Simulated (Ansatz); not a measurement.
# LiSe+ (triplet): wave-function methods side by side at distance Se1–Li2 = 5.581 Å, cc-pVDZ

An exercise on one series of results from a longer session: the logs are not shown, and one member is left open.

Computed with Ansatz 0.2.0, Gaussian basis. Level: cc-pVDZ, core rule «outside noble gas», up to 15 orbitals frozen.

Plan: UHF; CCSD(T) on ROHF; CCSD(T) on UHF; BCCD(T) on ROHF; CCSDT(Q) on ROHF; CCSDT(Q) on UHF; Full CI.

73 further runs of the same task are left out: 55 for a known fault of the program, 12 that didn't finish, 6 set aside as unsound or not needed.

## What is computed

The geometry derives from a PBE0/def2-TZVP stationary point (not a proven minimum). One bond is set to the value named and the two fragments are kept rigid. No spin-orbit coupling is included. The filled d shell of Se may be among the frozen orbitals whatever the setting's name suggests; the logs give the count.

2 atoms, charge 1, spin multiplicity 3.

Atoms are counted from 1 here; the program's logs count them from 0.

No contacts short enough for the rule that draws bonds.

Set-up of the first run:

in.yaml

```yaml
crystal:
  periodic: [false, false, false]
  atoms:
    - {symbol: Se, position_ang: [0.000000, 0.000000, 0.000000]}
    - {symbol: Li, position_ang: [0.000000, 0.000000, 5.581000]}
basis:
  gaussian: {orbitals: cc-pVDZ}
total_charge: 1
magnetization: {spin_polarized: true, initial_magnetization: 2}
hamiltonian: {xc: hf}
output: {orbitals: {seedname: orbitals}}
```

The run is started by

```console
> ansatz run in.yaml --threads 1 --pin off --events-out ev --progress --plain --max-ram 2393MiB
```

Steps of the session up to this table: UHF; CCSD(T) on ROHF; CCSD(T) on UHF; BCCD(T) on ROHF; CCSDT(Q) on ROHF; CCSDT(Q) on UHF; Full CI.

One table of the session follows, with a row left open; its other results are not shown here.

It belongs to the step «Misses and costs». 

| method | from FCI (kJ/mol) |
| --- | --- |
| ROHF | ? |
| UHF | +231.3 |
| RMP2 | +42.6 |
| UMP2 | +43.7 |
| RCCSD | +3.3 |
| UCCSD | +2.4 |
| RCCSD(T) | +0.8 |
| UCCSD(T) | +0.1 |
| BCCD(T) | +0.8 |
| RCCSDT | +0.2 |
| UCCSDT | -0.5 |
| RCCSDT(Q) | 0.0 |
| UCCSDT(Q) | -0.7 |
| FCI | 0 |

Estimate the missing values for ROHF.

The run gave: from FCI (kJ/mol): +241.1. In the column «from FCI (kJ/mol)» it is the highest.

Caveats from the session: UCCSDT, UCCSDT(Q) fall below full CI: unrestricted runs freeze a spin-polarised core, another one than full CI's, and coupled cluster isn't variational. Levels on UHF freeze UHF's core orbitals, full CI those of ROHF, so the U rows can settle a little off it for that reason alone. Restricted and unrestricted rows rest on different reference determinants; where their highest levels disagree by more than a few hundredths of an eV, they describe different states and don't form one ladder.
